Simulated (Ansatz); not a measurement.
# BN: an axial (c/a) deformation path

An exercise on one series of results from a longer session: the logs are not shown, and one member is left open.

Method: DFT r2SCAN, scalar-relativistic, plane waves, PAW, in Ansatz 0.2.0.

1 further run of the same task is left out (set aside as unsound or not needed).

## The starting structure

It takes space group P6_3/mmc (No. 194, hexagonal). The conventional cell has a = 2.501 Å, b = 2.501 Å, c = 6.874 Å, α = 90.00°, β = 90.00°, γ = 120.00°. Around B (site symmetry -6m2) lie 3 N at 1.44 Å. Around N (site symmetry -6m2) lie 3 B at 1.44 Å.

Structure file:

```xyz
4
Lattice="2.5010 0.0000 0.0000 -1.2505 2.1659 0.0000 0.0000 0.0000 6.8742" Properties=species:S:1:pos:R:3 pbc="T T T"
B     0.0000    1.4439    1.7185
B     1.2505    0.7220    5.1556
N     0.0000    1.4439    5.1556
N     1.2505    0.7220    1.7185
```

This cell was relaxed beforehand with the same method: volume 9.31 Å³/atom, gap on the mesh 4.89 eV.

Set-up of the first run:

input.yaml reads:

```yaml
crystal:
  lattice:
    - [2.5009753125, 0.0, 0.0]
    - [-1.2504876563, 2.1659081548, 0.0]
    - [0.0, 0.0, 6.8741616654]
  atoms:
    - { symbol: B, position: [0.3333333333, 0.6666666667, 0.25] }
    - { symbol: B, position: [0.6666666667, 0.3333333333, 0.75] }
    - { symbol: "N", position: [0.3333333333, 0.6666666667, 0.75] }
    - { symbol: "N", position: [0.6666666667, 0.3333333333, 0.25] }
basis:
  ecutwfc: 500
kpoints:
  mp_grid: { grid: [12, 12, 4] }
hamiltonian:
  xc: r2scan
scf:
  occupations: { method: gaussian, width: 0.05 }
output:
  forces: true
  stress: true
  eigenvalues: true
```

On the command line:

```
> ansatz run input.yaml --threads 1 --pin off --max-ram 2560MiB --backend cpu --events-out ev --progress --plain --runs-dir out
```

Steps of the session up to this table: Zero of the scan; Point ρ = 0.850; ρ = 1.200; Point ρ = 0.920; ρ = 1.100; At ρ = 0.960; Point ρ = 1.050; At ρ = 0.800; ρ = 1.300.

One of the session's tables, all rows but one given; the rest of the session is left out.

It belongs to the step «The scan collected». Collected from the runs (energy zero: the undisturbed cell):

```
    ρ  ΔE (meV/atom)  pressure (GPa)  gap on the mesh (eV)
0.800          324.6           -42.0                  4.28
0.850          177.3           -32.6                  4.45
0.920              ?               ?                     ?
0.960           11.9            -9.2                  4.78
1.000            0.0             0.0                  4.89
1.050           17.3            11.9                  5.02
1.100           67.7            24.1                  4.96
1.200          257.4            49.5                  4.58
1.300          552.2            75.7                  4.27
```

**Question.** Estimate the row for ρ = 0.920.

Worked estimate for «ΔE (meV/atom)». A straight line through the neighbours (0.850, 177.3) and (0.960, 11.9) gives 177.3 + (11.9 − 177.3) × (0.920 − 0.850) / (0.960 − 0.850) = 72.0; a parabola fitted to 4 rows on both sides gives 47.4.

As computed: ΔE (meV/atom): 48.4; pressure (GPa): -18.1; gap on the mesh (eV): 4.64. In «ΔE (meV/atom)» the line misses by +23.6 and the parabola by -1.0.
